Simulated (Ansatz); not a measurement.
# C3H7Cl3Si: up Jacob's ladder to CCSD(T)

How much do the methods differ for C3H7Cl3Si? The plan is to run it at one geometry with functionals of several rungs and with coupled cluster. The yardstick is the atomisation energy at the CCSD(T) limit.

Method: functionals in def2-TZVPP, the program's frozen cores in correlated methods; program: Ansatz 0.2.0, Gaussian basis.

Levels to be run: LDA (SPW92), PBE-D4, revPBE-D4, BLYP-D4, r2SCAN-D4, B97M-V, PBE0-D4, B3LYP-D4, r2SCANh-D4, r2SCAN0-D4, HSE06-D4, BHLYP-D4, CAM-B3LYP-D4, LC-ωPBE, ωB97X-V, ωB97M-V, B2PLYP, PBE-QIDH; CCSD(T)/def2-SVP; CCSD(T)/def2-TZVPP; MP2/def2-QZVPP; extrapolation to the limit; RPA on PBE.

### 1 The geometry

All runs share one geometry, relaxed beforehand with PBE0-D4 in a triple-zeta def2 set.

SMILES `CC(C)[Si](Cl)(Cl)Cl`, 14 atoms, charge 0, spin multiplicity 1.

Atoms are counted from 1 here; the program's logs count them from 0.

Bond lengths: C1–C2 1.527 Å, C1–H8 1.094 Å, C1–H9 1.093 Å, C1–H10 1.092 Å, C2–C3 1.527 Å, C2–Si4 1.862 Å, C2–H11 1.098 Å, C3–H12 1.094 Å, C3–H13 1.092 Å, C3–H14 1.093 Å, Si4–Cl5 2.041 Å, Si4–Cl6 2.042 Å, Si4–Cl7 2.041 Å. Angles: C2–C1–H8 110.0°, C2–C1–H9 111.1°, C2–C1–H10 112.2°, H8–C1–H9 107.5°, H8–C1–H10 107.9°, H9–C1–H10 108.0°, C1–C2–C3 111.8°, C1–C2–Si4 111.4°, C1–C2–H11 108.9°, C3–C2–Si4 111.4°, C3–C2–H11 108.9°, Si4–C2–H11 104.1°, C2–C3–H12 110.0°, C2–C3–H13 112.2°, C2–C3–H14 111.1°, H12–C3–H13 107.9°, H12–C3–H14 107.5°, H13–C3–H14 108.0° and more.

Coordinates:

```xyz
14
charge 0, multiplicity 1
C    -1.13636   -0.53788    0.90251
C    -0.09615   -0.40629   -0.20764
C     1.30084   -0.78760    0.27690
Si   -0.11431    1.29731   -0.95826
Cl    1.21507    1.42673   -2.50218
Cl    0.38686    2.70650    0.43256
Cl   -1.96664    1.75251   -1.68582
H    -1.14276   -1.56085    1.28889
H    -0.90576    0.12835    1.73786
H    -2.14398   -0.30463    0.55340
H    -0.37716   -1.06779   -1.03829
H     1.29593   -1.81078    0.66271
H     2.04340   -0.73346   -0.52139
H     1.62813   -0.13142    1.08755
```

### 2 LDA

This LDA is Slater exchange with PW92 correlation.

File in.yaml:

```yaml
crystal:
  periodic: [false, false, false]
  atoms:
    - {symbol: C, position_ang: [-1.136360, -0.537882, 0.902514]}
    - {symbol: C, position_ang: [-0.096150, -0.406294, -0.207642]}
    - {symbol: C, position_ang: [1.300837, -0.787598, 0.276901]}
    - {symbol: Si, position_ang: [-0.114306, 1.297314, -0.958262]}
    - {symbol: Cl, position_ang: [1.215073, 1.426727, -2.502185]}
    - {symbol: Cl, position_ang: [0.386855, 2.706496, 0.432563]}
    - {symbol: Cl, position_ang: [-1.966642, 1.752512, -1.685823]}
    - {symbol: H, position_ang: [-1.142764, -1.560845, 1.288889]}
    - {symbol: H, position_ang: [-0.905756, 0.128347, 1.737859]}
    - {symbol: H, position_ang: [-2.143982, -0.304630, 0.553401]}
    - {symbol: H, position_ang: [-0.377162, -1.067790, -1.038291]}
    - {symbol: H, position_ang: [1.295929, -1.810782, 0.662713]}
    - {symbol: H, position_ang: [2.043398, -0.733458, -0.521387]}
    - {symbol: H, position_ang: [1.628129, -0.131416, 1.087549]}
basis:
  gaussian: {orbitals: def2-TZVPP}
hamiltonian: {xc: lda}
output: {orbitals: {seedname: orbitals}}
```

Started as:

```console
$ ansatz run in.yaml --threads 2 --pin off --events-out ev --progress --plain --max-ram 32768MiB --backend cuda --devices 0, --max-vram 18GiB
```

Further steps of the session: PBE-D4 (GGA); revPBE-D4 (GGA); BLYP-D4 (GGA); r2SCAN-D4 (meta-GGA); B97M-V (meta-GGA); B3LYP-D4 (hybrid); r2SCANh-D4 (hybrid); r2SCAN0-D4 (hybrid); HSE06-D4 (hybrid); BHLYP-D4 (hybrid); CAM-B3LYP-D4 (range-separated); LC-ωPBE (range-separated); ωB97X-V (range-separated); ωB97M-V (range-separated); B2PLYP (double hybrid); PBE-QIDH (double hybrid); CCSD(T) in def2-SVP; CCSD(T) in def2-TZVPP; MP2 in def2-QZVPP; RPA on PBE orbitals.

**Question.** What will the summary of the whole plan be? Wanted: atomisation energy, CCSD(T)/CBS; farthest beyond LDA; mean size of error, GGA; mean size of error, meta-GGA; mean size of error, hybrid; mean size of error, range-separated; mean size of error, double hybrid; gap, smallest and largest; T1 diagnostic.

The runs gave:

| quantity | value |
| --- | --- |
| atomisation energy, CCSD(T)/CBS | 5306.2 kJ/mol |
| functionals within 26.5 kJ/mol (0.5 %) | r2SCAN-D4, r2SCANh-D4, r2SCAN0-D4, CAM-B3LYP-D4, ωB97X-V, ωB97M-V, PBE-QIDH |
| farthest beyond LDA | BHLYP-D4 (-133.0 kJ/mol) |
| mean size of error, GGA | 60.9 kJ/mol |
| mean size of error, meta-GGA | 31.1 kJ/mol |
| mean size of error, hybrid | 44.1 kJ/mol |
| mean size of error, range-separated | 22.4 kJ/mol |
| mean size of error, double hybrid | 45.8 kJ/mol |
| gap, smallest and largest | 6.50 eV (LDA (SPW92)), 14.02 eV (LC-ωPBE) |
| T1 diagnostic | 0.0089 |
| triples share of the correlation energy | 4.1 % |

LDA overbinds by 701.3 kJ/mol (13 %). PBE-D4 is off by +82.3 kJ/mol. Double hybrids carry the basis error of their MP2 part in triple zeta, and no dispersion term here, so their miss is partly the set-up's. By mean error the best rung here is range-separated (22.4 kJ/mol) and the worst beyond LDA is GGA (60.9 kJ/mol). The gap between the best rungs is small, so their order is not settled. The reference freezes the cores and leaves out relativity and excitations past (T), so misses under about 26.5 kJ/mol can't be ranked. Hartree-Fock recovers 76 % of the binding; the rest is correlation. CCSD(T) in def2-SVP is off by -291.0 kJ/mol, worse than the median functional, from the basis alone. Orbital gaps span 6.5 to 14.0 eV; exact exchange widens them.
